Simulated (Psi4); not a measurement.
# BH3O3 (boric acid): CCSD/def2-SVP (sweep point 7)

Wanted: a single-point energy of BH3O3 (boric acid). Input form: a Python script.

The results are computed with Psi4 1.11.

## 1. The molecule

BH3O3 has 7 atoms, charge 0, and is taken as a singlet. As SMILES, `OB(O)O`. The shape is that of a PBE0-D4/def2-TZVP optimisation.

Bond lengths: O1–B2 1.367 Å, B2–O3 1.360 Å, B2–O4 1.376 Å, O1–H5 0.957 Å, O3–H6 0.959 Å, O4–H7 0.957 Å. Angles: O1–B2–O3 116.5°, O1–B2–O4 125.2°, O3–B2–O4 118.3°, B2–O1–H5 115.3°, B2–O3–H6 111.6°, B2–O4–H7 115.8°.

## 2. A single-point energy at CCSD/def2-SVP (sweep point 7)

The input, bh3o3.py:

```python
import psi4

psi4.set_memory(1600000000)
psi4.set_num_threads(1)
psi4.core.set_output_file('output.dat', False)

geom = psi4.geometry("""
0 1
O     -1.109700     0.802600     0.321900
B     -0.012200    -0.006800     0.228700
O      0.501200    -0.469300     1.400100
O      0.600700    -0.381300    -0.945400
H     -1.457400     1.118600    -0.511500
H      1.266800    -1.028200     1.254500
H      0.210500    -0.035700    -1.748300
units angstrom
symmetry c1
""")

psi4.set_options({
    'basis': 'def2-SVP',
    'scf_type': 'pk',
    'num_frozen_docc': 4,
    'damping_percentage': 30,
})

E, wfn = psi4.energy('ccsd', molecule=geom, return_wfn=True)
print('E =', round(E, 9))
```

Command:

```sh
$ python bh3o3.py
```

What values should one expect? Wanted: total energy; HOMO energy; LUMO energy; HOMO–LUMO gap; correlation energy; T1 diagnostic.

Computed results:

At CCSD/def2-SVP (sweep point 7), 4 core orbitals frozen:

| quantity | value |
| --- | --- |
| total energy | -251.65151 Eh |
| HOMO energy (Hartree–Fock orbitals) | -13.48 eV |
| LUMO energy (Hartree–Fock orbitals) | 4.01 eV |
| HOMO–LUMO gap (Hartree–Fock orbitals) | 17.49 eV |
| correlation energy (4 core orbitals frozen) | -656.5 mEh |
| T1 diagnostic | 0.012 |
